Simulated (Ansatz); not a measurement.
# WO2(NH2)2 (H₄N₂O₂W): geometry, orbitals and charge

What does WO2(NH2)2 (H₄N₂O₂W) look like as a singlet, and where do its frontier electrons sit?

Computed with Ansatz 0.2.0, Gaussian basis. Level: RKS PBE0-D4/def2-TZVP.

Levels to be run: relaxation at B3LYP-D4/def2-SVP; a search for the lowest solution at PBE0-D4/def2-SVP; a single point at PBE0-D4/def2-TZVP.

## 1. The system as given

9 atoms, charge 0, spin multiplicity 1.

Atoms are counted from 1 here; the program's logs count them from 0.

Bond lengths: W1–O2 1.690 Å, W1–O3 1.690 Å, W1–N4 2.002 Å, W1–N7 2.002 Å, N4–H5 1.026 Å, N4–H6 1.026 Å, N7–H8 1.026 Å, N7–H9 1.026 Å. Angles: O2–W1–O3 118.2°, O2–W1–N4 107.4°, O2–W1–N7 107.4°, O3–W1–N4 107.4°, O3–W1–N7 107.4°, N4–W1–N7 108.9°, W1–N4–H5 125.3°, W1–N4–H6 125.5°, H5–N4–H6 106.4°, W1–N7–H8 125.5°, W1–N7–H9 125.5°, H8–N7–H9 106.5°.

Geometry (Å):

| atom | x (Å) | y (Å) | z (Å) |
| --- | --- | --- | --- |
| W1 | 0.5612 | 0.0008 | 0.3875 |
| O2 | 0.4540 | 0.0041 | 2.0743 |
| O3 | 2.0992 | 0.0003 | -0.3139 |
| N4 | -0.3985 | 1.6272 | -0.2778 |
| H5 | -0.1112 | 2.1994 | -1.0799 |
| H6 | -1.0476 | 2.2024 | 0.2711 |
| N7 | -0.3968 | -1.6298 | -0.2697 |
| H8 | -1.0443 | -2.2029 | 0.2825 |
| H9 | -0.1161 | -2.2015 | -1.0741 |

Formally the metal is d0. W takes a core potential in the def2 sets. No spin-orbit coupling is included.

The start is a GFN2-xTB geometry.

## 2. Optimising with B3LYP-D4/def2-SVP

File in.yaml:

```yaml
crystal:
  periodic: [false, false, false]
  atoms:
    - {symbol: W, position_ang: [0.561240, 0.000800, 0.387450]}
    - {symbol: O, position_ang: [0.454020, 0.004080, 2.074340]}
    - {symbol: O, position_ang: [2.099170, 0.000300, -0.313920]}
    - {symbol: N, position_ang: [-0.398510, 1.627210, -0.277850]}
    - {symbol: H, position_ang: [-0.111230, 2.199430, -1.079900]}
    - {symbol: H, position_ang: [-1.047560, 2.202370, 0.271130]}
    - {symbol: N, position_ang: [-0.396770, -1.629820, -0.269720]}
    - {symbol: H, position_ang: [-1.044280, -2.202900, 0.282540]}
    - {symbol: H, position_ang: [-0.116070, -2.201480, -1.074080]}
basis:
  gaussian: {orbitals: def2-SVP}
hamiltonian: {xc: {name: B3LYP}, dispersion: d4}
scf: {omitted_lower_state_checks: [starts]}
output: {orbitals: {seedname: orbitals}}
relax: {f_tol: 0.02, max_steps: 100}
```

Launch:

```console
$ ansatz run in.yaml --threads 4 --pin off --events-out ev --progress --plain --max-ram 3916MiB
```

The runs that follow: Searching for the lowest solution, PBE0-D4/def2-SVP; Single point, PBE0-D4/def2-TZVP.

Q: Predict the results of all the runs planned. Wanted: point group; near neighbours of the metal; HOMO, LUMO at PBE0-D4/def2-TZVP; charge on the metal; dipole at B3LYP-D4/def2-SVP.

As calculated:

| quantity | value |
| --- | --- |
| point group | C2v |
| near neighbours of the metal | O 1.72, O 1.72, N 1.96, N 1.96 Å |
| HOMO, LUMO at PBE0-D4/def2-TZVP | -7.81, -1.31 eV |
| charge on the metal (Mulliken, PBE0-D4/def2-TZVP) | +1.41 e |
| dipole at B3LYP-D4/def2-SVP | 4.68 D |

The molecule keeps its bonding pattern by the stored test; the atoms moved 0.06 Å (rms). The metal has 4 near neighbours by the distance rule, from 1.72 to 1.96 Å. The Mulliken charge of the metal, +1.41 e, depends on the basis and isn't its oxidation state. No usable vibrations, so a minimum isn't proven. Whether this spin is the lowest isn't tested here.
